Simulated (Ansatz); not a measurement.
# CH8BNSi: basis-set convergence

One table from this session's results is given with a row withheld; the runs are named, their logs left out.

Computed with Ansatz 0.2.0, Gaussian basis. Level: one geometry, several basis sets.

The runs, in order: PBE0-D4/def2-SVP; ωB97M-V/def2-SVP; PBE0-D4/def2-QZVPP; ωB97M-V/def2-QZVPP; the functionals' def2-TZVPP values are taken from earlier runs.

## Structure used throughout

All runs share one geometry, relaxed beforehand with PBE0-D4 in a triple-zeta def2 set.

SMILES `CNB[SiH3]`, 12 atoms, charge 0, spin multiplicity 1.

Atoms are counted from 1 here; the program's logs count them from 0.

Bond lengths: C1–N2 1.447 Å, C1–H5 1.094 Å, C1–H6 1.089 Å, C1–H7 1.094 Å, N2–B3 1.384 Å, N2–H8 1.009 Å, B3–Si4 2.014 Å, B3–H9 1.201 Å, Si4–H10 1.492 Å, Si4–H11 1.492 Å, Si4–H12 1.495 Å. Angles: N2–C1–H5 111.3°, N2–C1–H6 109.0°, N2–C1–H7 111.3°, H5–C1–H6 108.5°, H5–C1–H7 108.1°, H6–C1–H7 108.5°, C1–N2–B3 127.0°, C1–N2–H8 113.5°, B3–N2–H8 119.5°, N2–B3–Si4 120.4°, N2–B3–H9 117.4°, Si4–B3–H9 122.1°, B3–Si4–H10 111.7°, B3–Si4–H11 111.7°, B3–Si4–H12 111.8°, H10–Si4–H11 106.9°, H10–Si4–H12 107.3°, H11–Si4–H12 107.2°.

Set-up of the first run:

The input, in.yaml:

```yaml
crystal:
  periodic: [false, false, false]
  atoms:
    - {symbol: C, position_ang: [-0.536749, 2.038206, 0.289886]}
    - {symbol: N, position_ang: [-0.440096, 0.595162, 0.262751]}
    - {symbol: B, position_ang: [0.554774, -0.161793, -0.330249]}
    - {symbol: Si, position_ang: [0.493299, -2.173275, -0.246810]}
    - {symbol: H, position_ang: [-1.456057, 2.384455, -0.191785]}
    - {symbol: H, position_ang: [0.313745, 2.460033, -0.244291]}
    - {symbol: H, position_ang: [-0.526134, 2.418449, 1.315737]}
    - {symbol: H, position_ang: [-1.199887, 0.131883, 0.739297]}
    - {symbol: H, position_ang: [1.440775, 0.427741, -0.887044]}
    - {symbol: H, position_ang: [0.447215, -2.781084, -1.608214]}
    - {symbol: H, position_ang: [1.694597, -2.733916, 0.436981]}
    - {symbol: H, position_ang: [-0.708482, -2.660959, 0.497540]}
basis:
  gaussian: {orbitals: def2-SVP}
hamiltonian: {xc: pbe0, dispersion: d4}
output: {orbitals: {seedname: orbitals}}
```

The run is started by

```bash
> ansatz run in.yaml --threads 2 --pin off --events-out ev --progress --plain --max-ram 4352MiB
```

Among the steps run: PBE0-D4 in def2-SVP; ωB97M-V in def2-SVP; PBE0-D4 in def2-QZVPP; ωB97M-V in def2-QZVPP.

One of the session's tables, all rows but one given; the rest of the session is left out.

It belongs to the step «Functionals by basis». 

```
functional       basis  HOMO (eV)  LUMO (eV)
   PBE0-D4    def2-SVP      -7.78      -0.30
   PBE0-D4  def2-TZVPP          ?          ?
   PBE0-D4  def2-QZVPP      -7.82      -0.53
   ωB97M-V    def2-SVP      -9.91       1.73
   ωB97M-V  def2-TZVPP      -9.98       1.40
   ωB97M-V  def2-QZVPP      -9.99       1.25
```

Q: Estimate the row for PBE0-D4, def2-TZVPP from the others.

The run gave: HOMO (eV): -7.82; LUMO (eV): -0.48.
